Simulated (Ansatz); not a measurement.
# KHg2: the cost of one run

Computed with Ansatz 0.2.0 (DFT PBEsol, scalar-relativistic, plane waves, PAW, unless a step's input says otherwise).

1 further run of the same task is left out (set aside as unsound or not needed). Runs told in other sessions of the task aren't counted.

## 1. Starting point

Symmetry: Imma, No. 74, orthorhombic system. The conventional cell has a = 5.098 Å, b = 8.072 Å, c = 8.760 Å, α = 90.00°, β = 90.00°, γ = 90.00°. K (site symmetry mm2) is surrounded by 12 Hg at 3.52 to 3.76 Å. Hg (site symmetry m) has 4 Hg at 2.98 to 3.04 Å and 6 K at 3.52 to 3.76 Å in its first shell of neighbours.

Coordinates:

```cif
data_structure
_symmetry_space_group_name_H-M 'P 1'
_symmetry_Int_Tables_number 1
_cell_length_a 6.4786
_cell_length_b 6.4786
_cell_length_c 6.4786
_cell_angle_alpha 133.660
_cell_angle_beta 102.930
_cell_angle_gamma 94.926
_cell_volume 180.25
loop_
_atom_site_label
_atom_site_type_symbol
_atom_site_fract_x
_atom_site_fract_y
_atom_site_fract_z
_atom_site_occupancy
K1 K 0.30482 0.55482 0.75000 1
K2 K 0.69518 0.44518 0.25000 1
Hg1 Hg 0.09978 0.16172 0.93806 1
Hg2 Hg 0.72366 0.16172 0.56194 1
Hg3 Hg 0.27634 0.83828 0.43806 1
Hg4 Hg 0.90022 0.83828 0.06194 1
```

This cell was relaxed beforehand with the same method: volume 30.04 Å³/atom, gap on the mesh none (metal).

## 2. Volume × 0.97

input.yaml reads:

```yaml
crystal:
  lattice:
    - [-2.5233288566, 3.9953488196, 4.3357357693]
    - [2.5233288566, -3.9953488196, 4.3357357693]
    - [2.5233288566, 3.9953488196, -4.3357357693]
  atoms:
    - { symbol: K, position: [0.304817615, 0.554817615, 0.75] }
    - { symbol: K, position: [0.695182385, 0.445182385, 0.25] }
    - { symbol: Hg, position: [0.0997800656, 0.1617188639, 0.9380612016] }
    - { symbol: Hg, position: [0.7236576623, 0.1617188639, 0.5619387984] }
    - { symbol: Hg, position: [0.2763423377, 0.8382811361, 0.4380612016] }
    - { symbol: Hg, position: [0.9002199344, 0.8382811361, 0.0619387984] }
basis:
  ecutwfc: 420
kpoints:
  mp_grid: { grid: [8, 8, 8] }
hamiltonian:
  xc: pbesol
scf:
  occupations: { method: gaussian, width: 0.1 }
output:
  forces: true
  stress: true
  eigenvalues: true
  write_density: true
  write_potential: true
  elf: true
  volumetric_format: npy
relax:
  adjacent_minimum: "off"
  f_tol: 0.01
  max_steps: 30
  cell: { stress_tol: 0.1, fix: [volume] }
```

Command:

```sh
$ ansatz run input.yaml --threads 1 --pin off --max-ram 2560MiB --backend cpu --events-out ev --progress --plain --runs-dir out
```

What time and memory should one allow on 1 thread of Intel Xeon Platinum 8488C (Sapphire Rapids), shared host?

About 96 s, with a peak of 0.94 GiB.
